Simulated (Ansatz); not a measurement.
# CH3FOSeSi: basis-set convergence

The task here is to estimate one member of a computed series from the others.

Method: one geometry, several basis sets; program: Ansatz 0.2.0, Gaussian basis.

The runs, in order: PBE0-D4/def2-SVP; ωB97M-V/def2-SVP; PBE0-D4/def2-QZVPP; ωB97M-V/def2-QZVPP; the functionals' def2-TZVPP values are taken from earlier runs.

**The relaxed structure**

An earlier PBE0-D4 in a triple-zeta def2 set relaxation fixed the geometry.

SMILES `OC1(F)[SiH2][Se]1`, 8 atoms, charge 0, spin multiplicity 1.

Atoms are counted from 1 here; the program's logs count them from 0.

Bond lengths: O1–C2 1.347 Å, O1–H6 0.966 Å, C2–F3 1.360 Å, C2–Si4 1.856 Å, C2–Se5 2.072 Å, Si4–Se5 2.235 Å, Si4–H7 1.479 Å, Si4–H8 1.480 Å. Angles: C2–O1–H6 109.8°, O1–C2–F3 111.3°, O1–C2–Si4 121.7°, O1–C2–Se5 117.0°, F3–C2–Si4 120.1°, F3–C2–Se5 110.3°, Si4–C2–Se5 69.1°, C2–Si4–Se5 60.0°, C2–Si4–H7 117.2°, C2–Si4–H8 118.1°, Se5–Si4–H7 118.6°, Se5–Si4–H8 119.4°, H7–Si4–H8 113.5°, C2–Se5–Si4 50.9°.

Coordinates:

```xyz
8
CH3FOSeSi
O    -1.3095   -0.0713    1.0194
C    -0.2272    0.4047    0.3748
F     0.2862    1.4924    1.0089
Si    0.8816   -0.7020   -0.6212
Se   -0.4304    0.7855   -1.6517
H    -1.9896    0.6132    1.0676
H     2.3357   -0.4386   -0.5568
H     0.5452   -2.1410   -0.6968
```

Set-up of the first run:

Input file in.yaml:

```yaml
crystal:
  periodic: [false, false, false]
  atoms:
    - {symbol: O, position_ang: [-1.309468, -0.071285, 1.019412]}
    - {symbol: C, position_ang: [-0.227182, 0.404685, 0.374755]}
    - {symbol: F, position_ang: [0.286192, 1.492380, 1.008878]}
    - {symbol: Si, position_ang: [0.881567, -0.701989, -0.621187]}
    - {symbol: Se, position_ang: [-0.430413, 0.785479, -1.651687]}
    - {symbol: H, position_ang: [-1.989571, 0.613197, 1.067639]}
    - {symbol: H, position_ang: [2.335736, -0.438580, -0.556776]}
    - {symbol: H, position_ang: [0.545238, -2.140987, -0.696832]}
basis:
  gaussian: {orbitals: def2-SVP}
hamiltonian: {xc: pbe0, dispersion: d4}
output: {orbitals: {seedname: orbitals}}
```

Among the steps run: PBE0-D4 in def2-SVP; ωB97M-V in def2-SVP; PBE0-D4 in def2-QZVPP; ωB97M-V in def2-QZVPP.

One of the session's tables, all rows but one given; the rest of the session is left out.

It belongs to the step «Density functionals: the series». 

| functional | basis | HOMO (eV) |
| --- | --- | --- |
| PBE0-D4 | def2-SVP | ? |
| PBE0-D4 | def2-TZVPP | -6.97 |
| PBE0-D4 | def2-QZVPP | -7.00 |
| ωB97M-V | def2-SVP | -8.96 |
| ωB97M-V | def2-TZVPP | -9.11 |
| ωB97M-V | def2-QZVPP | -9.14 |

Estimate the missing values for PBE0-D4, def2-SVP.

**Answer.** HOMO (eV): -6.85. In the column «HOMO (eV)» it is the highest.
